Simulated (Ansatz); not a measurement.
# CH8GeSi2: the cost of one run

Computed with the Python package of Ansatz 0.2.0. Level of theory: CAM-B3LYP/6-31G*.

## 1. Starting point

Bond lengths: C1–Si2 1.859 Å, Si2–Si3 2.190 Å, C1–Ge4 1.972 Å, Si3–Ge4 2.249 Å, C1–H5 1.130 Å, C1–H6 1.180 Å, Si2–H7 1.452 Å, Si2–H8 1.487 Å, Si3–H9 1.476 Å, Si3–H10 1.504 Å, Ge4–H11 1.558 Å, Ge4–H12 1.513 Å. Angles (14 of 24 angles, heavy atoms first): C1–Si2–Si3 87.5°, Si2–C1–Ge4 103.7°, Si2–Si3–Ge4 85.5°, C1–Ge4–Si3 83.2°, C1–Si2–H7 112.6°, C1–Si2–H8 113.0°, Si3–Si2–H7 111.5°, Si3–Si2–H8 110.9°, Si2–C1–H5 112.4°, Si2–C1–H6 109.5°, Ge4–C1–H5 113.8°, Ge4–C1–H6 110.6°, Si2–Si3–H9 113.5°, Si2–Si3–H10 113.1°.

The script holds or builds the structure itself.

## 2. Script

Input file tae.py:

```python
"""Atomisation energy of CH8GeSi2 at the given geometry."""

from collections import Counter

import ansatz as az


def energy(molecule, charge=0, unpaired=0):
    calc = (
        molecule.calculation()
        .basis(gaussian="6-31G*")  # the orbital basis, by name
        .functional("cam_b3lyp")
    )
    if charge:
        calc = calc.charge(charge)
    if unpaired:
        calc = calc.spin("collinear", total=unpaired)
    return calc.run(threads=1, pin="off").report["free_energy_ev"]

geometry_ang = [
    ("C", (-1.0903, 0.3425, -0.574)),
    ("Si", (-0.7357, 0.247, 1.2486)),
    ("Si", (1.2698, -0.4604, 0.7255)),
    ("Ge", (0.6149, -0.1905, -1.4094)),
    ("H", (-1.9677, -0.3017, -0.877)),
    ("H", (-1.3651, 1.453, -0.8649)),
    ("H", (-1.5078, -0.7871, 1.9147)),
    ("H", (-0.6736, 1.5827, 1.8984)),
    ("H", (1.5257, -1.8559, 1.1318)),
    ("H", (2.3552, 0.5087, 1.1073)),
    ("H", (0.3743, -1.5514, -2.1283)),
    ("H", (1.2773, 0.958, -2.1387)),
]
molecule = az.Crystal.molecule()
for symbol, xyz in geometry_ang:
    molecule = molecule.atom(symbol, xyz)

# unpaired electrons of the ground-state atoms
unpaired = {"C": 2, "Si": 2, "Ge": 2, "H": 1}
counts = Counter(site.symbol for site in molecule.cartesian_sites)
atom_energy = {s: energy(az.Crystal.molecule().atom(s, (0, 0, 0)), 0, unpaired[s]) for s in counts}
whole = energy(molecule, 0, 0)
for s, e in atom_energy.items():
    print(f"{s:2s} x{counts[s]}  {e:14.5f} eV")
print(f"CH8GeSi2: {whole:.5f} eV")
split = sum(counts[s] * e for s, e in atom_energy.items()) - whole
print(f"atomisation energy (no zero-point term): {96.485332 * split:.1f} kJ/mol, {split / sum(counts.values()):.3f} eV an atom")
```

## 3. The run

Command:

```sh
$ python tae.py
```

What time and memory should one allow on 1 thread of Arm Neoverse V2, shared host?

About 7.8 s, with a peak of 0.35 GiB.
